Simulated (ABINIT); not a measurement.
Mg3ZnC:

```
Zn Mg C
1.0
     4.40693    0.00000    0.00000
     0.00000    4.40693    0.00000
     0.00000    0.00000    4.40693
Zn Mg C
1 3 1
Direct
  0.00000 0.00000 0.00000
  0.50000 0.00000 0.50000
  0.50000 0.50000 0.00000
  0.00000 0.50000 0.50000
  0.50000 0.50000 0.50000
```

The cell comes from a database or a generator and needn't be the stable form of this composition.

- Program: ABINIT 10.8.3 (patched build)
- Task: single point
- Functional: PBE
- Potentials or basis: JTH PAW PBE v2.0
- Cutoff: 599 eV
- k mesh: 6 × 6 × 6
- Occupations: fermi-dirac, width 0.05 eV
- Spin: no spin polarisation

On this cell: pressure -0.2 GPa; largest force zero by symmetry; band gap on the k mesh none (metal or under the smearing width).

The same run follows on a disturbed copy (atoms moved at random, drawn with an rms of 0.05 Å):

```
Zn Mg C
1.0
     4.40693    0.00000    0.00000
     0.00000    4.40693    0.00000
     0.00000    0.00000    4.40693
Zn Mg C
1 3 1
Cartesian
  0.0635 0.0014 0.0187
  2.2230 0.0237 2.1854
  2.2469 2.2087 0.0075
  -0.0058 2.1890 2.2057
  2.2494 2.2204 2.2318
```

What does the disturbed cell give?

The energy (extrapolated to zero smearing) moves by +3.9 meV/atom; pressure -0.1 GPa; largest force 0.540 eV/Å; band gap on the k mesh none (metal or under the smearing width).

Forces in eV/Å, atoms in the order of the input:
```
Zn  -0.060  0.002 -0.029
Mg  -0.006 -0.152  0.086
Mg  -0.065  0.036  0.107
Mg   0.532  0.084  0.035
C   -0.401  0.030 -0.198
```

Stress tensor (GPa, compression positive):
```
 0.00 -0.01  0.00
-0.01 -0.21 -0.01
 0.00 -0.01 -0.14
```
